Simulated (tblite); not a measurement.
# CH3AlF2 (SMILES [CH3][Al]([F])[F]) at GFN1-xTB

Aim: a structure relaxation of CH3AlF2. The job is set up through a Python script.

The calculation is run with tblite 0.8.0.

24 further runs of the same task are left out: 24 set aside as unsound or not needed.

**1. The structure to begin with**

CH3AlF2 has 7 atoms, charge 0, and is taken as a singlet. As SMILES, `[CH3][Al]([F])[F]`. The shape is that of a PBE0-D4/def2-TZVP optimisation. The run starts from this shape.

Bond lengths: C1–Al2 1.926 Å, Al2–F3 1.644 Å, Al2–F4 1.644 Å, C1–H5 1.091 Å, C1–H6 1.093 Å, C1–H7 1.093 Å. Angles: C1–Al2–F3 121.5°, C1–Al2–F4 122.4°, F3–Al2–F4 116.1°, Al2–C1–H5 111.8°, Al2–C1–H6 110.6°, Al2–C1–H7 110.6°, H5–C1–H6 108.4°, H5–C1–H7 108.4°, H6–C1–H7 106.8°.

**2. A geometry optimisation at GFN1-xTB**

Contents of geom.xyz:

```xyz
7

C     -0.253600     0.825900    -0.238700
Al     0.293100    -0.956200     0.245500
F      1.513200    -1.219500     1.315500
F     -0.423400    -2.297600    -0.378600
H     -1.075800     0.816000    -0.956100
H     -0.573400     1.384500     0.645100
H      0.581100     1.378900    -0.678200
```

Contents of calc.py:

```python
import json
import numpy as np
from tblite.interface import Calculator
from tblite.interface import symbols_to_numbers
from scipy.optimize import minimize

symbols = list(map(str, np.loadtxt("geom.xyz", skiprows=2, usecols=0, dtype=str, ndmin=1)))
numbers = np.array(symbols_to_numbers(symbols))
positions = np.loadtxt("geom.xyz", skiprows=2, usecols=(1, 2, 3), ndmin=2) / 0.5291772

tb = Calculator("GFN1-xTB", numbers, positions, charge=0, uhf=0)
tb.set("verbosity", 0)
tb.set("accuracy", 0.01)
last, frames, energies, grads = [None], [], [], []

def fun(x):
    tb.update(x.reshape(-1, 3))
    last[0] = tb.singlepoint(last[0])
    return float(last[0].get('energy')), last[0].get('gradient').ravel()

def show(x):
    e, g = fun(x)
    frames.append(x.reshape(-1, 3).tolist())
    energies.append(e)
    grads.append(g.reshape(-1, 3).tolist())
    print(f"{len(energies) - 1:4d} {e:16.9f} {np.abs(g).max():12.3e} {np.linalg.norm(g):12.3e}")

print("step      energy/Eh       max grad     grad norm")
show(positions.ravel())
opt = minimize(fun, positions.ravel(), jac=True, method="BFGS", callback=show, options={"gtol": 3e-05, "maxiter": 500})
print("converged:", opt.success, "-", opt.message)
fun(opt.x)
result = last[0]
final = opt.x.reshape(-1, 3)
print("final geometry (angstrom)")
for s, p in zip(symbols, final * 0.529177210903):
    print(f"{s:<2} {p[0]:12.6f} {p[1]:12.6f} {p[2]:12.6f}")
print(f"total energy: {result.get('energy') * 27.211386:.8f} eV")
eps = np.atleast_2d(result.get("orbital-energies")) * 27.211386
occ = np.atleast_2d(result.get("orbital-occupations"))
filled = occ.sum(axis=0) if eps.shape[0] == 1 else occ[0]
homo = np.nonzero(filled > 0.5)[0].max()
print(f"HOMO {eps[0, homo]:.4f} eV")
if homo + 1 < eps.shape[1]:
    print(f"LUMO {eps[0, homo + 1]:.4f} eV, gap {eps[0, homo + 1] - eps[0, homo]:.4f} eV")
mu = result.get("dipole") * 2.541746
print(f"|mu|: {np.linalg.norm(mu):.4f} D, components " + " ".join(f"{c:.4f}" for c in mu))
q = result.get("charges")
print("Charges:", " ".join(f"{s}{i + 1}={c:+.4f}" for i, (s, c) in enumerate(zip(symbols, q))))
out = {k: np.asarray(result.get(k)).tolist() for k in ("energy", "gradient", "charges", "dipole", "orbital-energies", "orbital-occupations")}
out.update(symbols=symbols, positions=(positions * 0.529177210903).tolist(), final=final.tolist(), frames=frames, step_energies=energies, grads=grads, success=bool(opt.success))
json.dump(out, open("results.json", "w"))
```

Launch:

```console
python calc.py
```

**Question.** What will come out? Wanted: total energy at the end; dipole moment; HOMO energy; LUMO energy; HOMO–LUMO gap.

Computed results:

At GFN1-xTB:

| quantity | value |
| --- | --- |
| total energy at the end | -15.43179 Eh |
| dipole moment | 4.32 D |
| HOMO energy | -12.85 eV |
| LUMO energy | -7.72 eV |
| HOMO–LUMO gap | 5.12 eV |

What this shows: At the final geometry: Bond lengths: C1–Al2 1.937 Å, Al2–F3 1.649 Å, Al2–F4 1.649 Å, C1–H5 1.091 Å, C1–H6 1.092 Å, C1–H7 1.092 Å. Angles: C1–Al2–F3 123.7°, C1–Al2–F4 124.2°, F3–Al2–F4 112.1°, Al2–C1–H5 110.6°, Al2–C1–H6 109.8°, Al2–C1–H7 109.8°, H5–C1–H6 109.1°, H5–C1–H7 109.1°, H6–C1–H7 108.5°. The optimisation took 28 steps and changed the energy by -0.009 eV. Mulliken charges run from -0.34 on F3 to +0.62 on Al2.
